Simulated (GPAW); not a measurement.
Runs of GPAW 26.7.0 on NbTe. The structure is hexagonal, space group P-6m2 (No. 187). Conventional cell: a = 3.703 Å, b = 3.703 Å, c = 3.694 Å, α = 90.00°, β = 90.00°, γ = 120.00°. Te (site symmetry -6m2) has 6 Nb at 2.83 Å as nearest neighbours. Nb (site symmetry -6m2) is surrounded by 6 Te at 2.83 Å. The cell comes from a database or a generator and needn't be the stable form of this composition.

```csv
level,potentials or basis,eigensolver,pressure (GPa)
PBEsol,"PAW data sets generated in the run's folder for this functional, pw",-,-6.1
r2SCAN,"GPAW PAW data sets (gpaw-data 1.2.1), pw",-,(b)
LDA,"the program's PAW data sets (release 1.2.1) made for this functional, pw",-,-8.5
revPBE,"the program's PAW data sets (release 1.2.1) made for this functional, pw",-,0.1
BLYP,"PAW data sets generated in the run's folder for this functional, pw",davidson,(a)
RPBE,"the program's PAW data sets (release 1.2.1) made for this functional, pw",-,0.7
```

Alike in all rows: task band structure; no spin polarisation; cell as given; k mesh 8 × 8 × 7; cutoff (eV) 600; smearing fermi-dirac 0.05 eV.

Q: Fill in the values left out.

A: (a) 5.5; (b) -2.1.

Caveats: the PAW data sets were made with another functional, which shifts forces and pressure a little (some runs).

Runs at the PBE level aren't shown here.
